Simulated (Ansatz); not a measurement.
# CuN: the cost of one run

Program: Ansatz 0.2.0 through its Python package. Level of theory: B3LYP+D4/def2-SVP. These are calculated values, not measurements.

**1. The structure**

Bond lengths: Cu1–N2 1.790 Å.

The script holds or builds the structure itself.

**2. The script**

run_adiabatic.py reads:

```python
"""Vertical and adiabatic ionisation of CuN."""

import ansatz as az
import numpy as np

GEOMETRY = """
Cu    0.00000    0.00000    0.00000
N     0.00000    0.00000    1.79000
"""

geometry = az.Crystal.molecule()
for line in GEOMETRY.strip().splitlines():
    symbol, *xyz = line.split()
    geometry = geometry.atom(symbol, [float(v) for v in xyz])

calc = (
    geometry.calculation()
    .basis(gaussian="def2-SVP")
    .functional("b3lyp", dispersion="d4")
    .spin("collinear", total=2)
)
symbols = [site.symbol for site in geometry.cartesian_sites]
start = np.array([site.position_ang for site in geometry.cartesian_sites], dtype=float)
summary = calc.relax(force_tolerance=0.01).run().report
end = np.array(summary["positions_ang"])

minimum = az.Crystal.molecule()
for symbol, place in zip(symbols, end):
    minimum = minimum.atom(symbol, place.tolist())
ion = (
    minimum.calculation()
    .basis(gaussian="def2-SVP")
    .functional("b3lyp", dispersion="d4")
    .charge(1)
    .spin("collinear", total=1)
)
vertical = ion.run().report
settled = ion.relax(force_tolerance=0.01, max_steps=80).run().report
print(f"vertical ionisation energy   {vertical['free_energy_ev'] - summary['free_energy_ev']:.3f} eV")
print(f"adiabatic, no zero point     {settled['free_energy_ev'] - summary['free_energy_ev']:.3f} eV")
print(f"relaxation energy of the ion {vertical['free_energy_ev'] - settled['free_energy_ev']:.3f} eV")
ionised = np.array(settled["positions_ang"])
print("final positions (A) and the move of each atom")
for symbol, xyz, old in zip(symbols, ionised, end):
    print(f"{symbol:2s} {xyz[0]:10.5f} {xyz[1]:10.5f} {xyz[2]:10.5f}   {np.linalg.norm(xyz - old):7.4f}")
```

**3. What the engine is handed**

The package turns the script's settings into the engine's input (first run):

```yaml
crystal:
  periodic: [false, false, false]
  atoms:
    - { symbol: Cu, position_ang: [0.0, 0.0, 0.0] }
    - { symbol: "N", position_ang: [0.0, 0.0, 1.79] }
basis:
  gaussian:
    orbitals: def2-SVP
hamiltonian:
  xc: b3lyp
  dispersion: d4
magnetization:
  spin_polarized: true
  initial_magnetization: 2.0
relax:
  f_tol: 0.01
```

**4. Running it**

Run with:

```console
$ python run_adiabatic.py
```

What time and memory should one allow on 1 thread of Intel Xeon 6975P-C (Granite Rapids), shared host?

About 44 s, with a peak of 0.22 GiB.
